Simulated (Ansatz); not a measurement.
# CCSD(T)/STO-3G run of InH2F (SMILES [H][In]([H])[F])

What is the vertical ionisation energy of InH2F at CCSD(T)/STO-3G? 

Program for the calculation: Ansatz 0.2.0.

58 further runs of the same task are left out: 2 that didn't finish, 56 set aside as unsound or not needed.

### Step 1. The molecule

InH2F has 4 atoms, charge 0, and is taken as a singlet. SMILES: `[H][In]([H])[F]`. Geometry: a GFN2-xTB relaxation, a rough one for these elements and not checked as a minimum.

Bond lengths: In1–F4 1.946 Å, In1–H2 1.693 Å, In1–H3 1.691 Å. Angles: H2–In1–F4 114.4°, H3–In1–F4 114.5°, H2–In1–H3 131.1°.

### Step 2. A single-point energy at CCSD(T)/STO-3G

The input, input.yaml:

```yaml
crystal:
  periodic: [false, false, false]
  atoms:
    - {symbol: In, position_ang: [0.069180, 0.117330, -0.000190]}
    - {symbol: H, position_ang: [1.751200, -0.073770, 0.013580]}
    - {symbol: H, position_ang: [-0.891440, 1.509340, -0.018860]}
    - {symbol: F, position_ang: [-0.928940, -1.552910, 0.005460]}
basis:
  gaussian:
    orbitals: STO-3G
correlation:
  method: ccsd_t
  frozen_orbitals: {F: 1, H: 0, In: 18}
accuracy: high
scf:
  omitted_lower_state_checks: [cluster_reference, increment]
```

The run is started by

```console
$ ansatz run input.yaml --threads 1 --pin off --max-ram 2610MiB --events-out events.jsonl --progress --plain --runs-dir runs
```

Output (excerpt; [...] marks lines left out):

```text
Warning: RAYON_NUM_THREADS=1 ignored (pool sized by the plan → 1); use --threads N
Functional definition: HF
  name "HF"
[...]
623 factors; integrals over basis functions are off by at most 4.0e-9 eV
[...]
mean field -157337.84092273 eV, -5782.0590064915 hartree, gradient 7.2e-9 eV, S^2 0.000000; 0 other end points of the search recorded, 0 dependent functions left out
19 core orbitals not correlated: weight in the atoms' cores, before any rotation towards them, 1.000 or more for the frozen orbitals, at most 0.000 for the correlated occupied ones
reference -157337.84092273 eV, -5782.0590064915 hartree; 11, 11 occupied and 4, 4 virtual orbitals, 623 factors
second order -1.38118733 eV of doubles, -0.00000000 eV of singles
cycle   1  -1.58448182 eV  change   -2.0e-1 eV  update   9.5e-2
[...]
cycle  20  -1.85413057 eV  change   1.3e-10 eV  update   1.3e-9
perturbative correction -0.13842520 eV, -0.0050870323 hartree
Total energy: -157339.83347851 eV, -5782.1322315655 hartree
Checks for a lower state left out: cluster_reference, increment
```

Run time: 0.5 s. Hardware: 1 thread of Arm Neoverse V2, shared host.

### Step 3. The doublet cation at the same level

The input, in.yaml:

```yaml
crystal:
  periodic: [false, false, false]
  atoms:
    - {symbol: In, position_ang: [0.069180, 0.117330, -0.000190]}
    - {symbol: H, position_ang: [1.751200, -0.073770, 0.013580]}
    - {symbol: H, position_ang: [-0.891440, 1.509340, -0.018860]}
    - {symbol: F, position_ang: [-0.928940, -1.552910, 0.005460]}
basis:
  gaussian: {orbitals: STO-3G}
magnetization: {spin_polarized: true, initial_magnetization: 1}
correlation: {method: ccsd_t, frozen_orbitals: {F: 1, H: 0, In: 18}}
accuracy: high
total_charge: 1
scf: {omitted_lower_state_checks: [cluster_reference, increment]}
```

The run is started by

```console
$ ansatz run in.yaml --threads 1 --pin off --max-ram 2610MiB --events-out events.jsonl --progress --plain --runs-dir runs
```

Output (excerpt; [...] marks lines left out):

```text
Warning: RAYON_NUM_THREADS=1 ignored (pool sized by the plan → 1); use --threads N
[... 2 set-up lines as earlier in the session ...]
[...]
622 factors; integrals over basis functions are off by at most 4.0e-9 eV
[...]
mean field -157332.20828067 eV, -5781.8520107137 hartree, gradient 2.7e-8 eV, S^2 0.751957; 5 other end points of the search recorded, 0 dependent functions left out
19 core orbitals not correlated: weight in the atoms' cores, before any rotation towards them, 1.000 or more for the frozen orbitals, at most 0.000 for the correlated occupied ones
reference -157332.20828067 eV, -5781.8520107137 hartree; 11, 10 occupied and 4, 5 virtual orbitals, 622 factors
second order -0.82772266 eV of doubles, -0.00000000 eV of singles
cycle   1  -1.07639240 eV  change   -2.5e-1 eV  update   5.3e-2
[...]
cycle  35  -1.35364300 eV  change  -5.5e-10 eV  update   2.0e-9
perturbative correction -0.03184533 eV, -0.0011702944 hartree
Total energy: -157333.59376900 eV, -5781.9029264707 hartree
Checks for a lower state left out: cluster_reference, increment
```

Wall time 1.1 s (1 thread of Arm Neoverse V2, shared host); peak memory 0.11 GiB.

### Step 4. Summary of results

At CCSD(T)/STO-3G, 19 core orbitals frozen:

```
                                                    quantity           value
                                 singlet InH2F: total energy  -5782.13223 Eh
 singlet InH2F: correlation energy (19 core orbitals frozen)       -73.2 mEh
                               singlet InH2F: (T) correction       -5.09 mEh
                                singlet InH2F: T1 diagnostic           0.019
                                doublet cation: total energy  -5781.90293 Eh
doublet cation: correlation energy (19 core orbitals frozen)       -50.9 mEh
                              doublet cation: (T) correction       -1.17 mEh
           doublet cation: ⟨S²⟩ of the reference determinant           0.752
                               doublet cation: T1 diagnostic           0.026
          vertical ionisation energy (to the doublet cation)        6.240 eV
```

What this shows: The vertical ionisation energy comes to 6.24 eV (144 kcal/mol). In a minimal basis such a difference can be off by several eV, whatever the method. The triples (singlet InH2F) make up 6.9 % of the correlation energy. Relativity is left out (singlet InH2F) although the molecule holds a heavy atom. The triples (doublet cation) make up 2.3 % of the correlation energy. Relativity is left out (doublet cation) although the molecule holds a heavy atom.
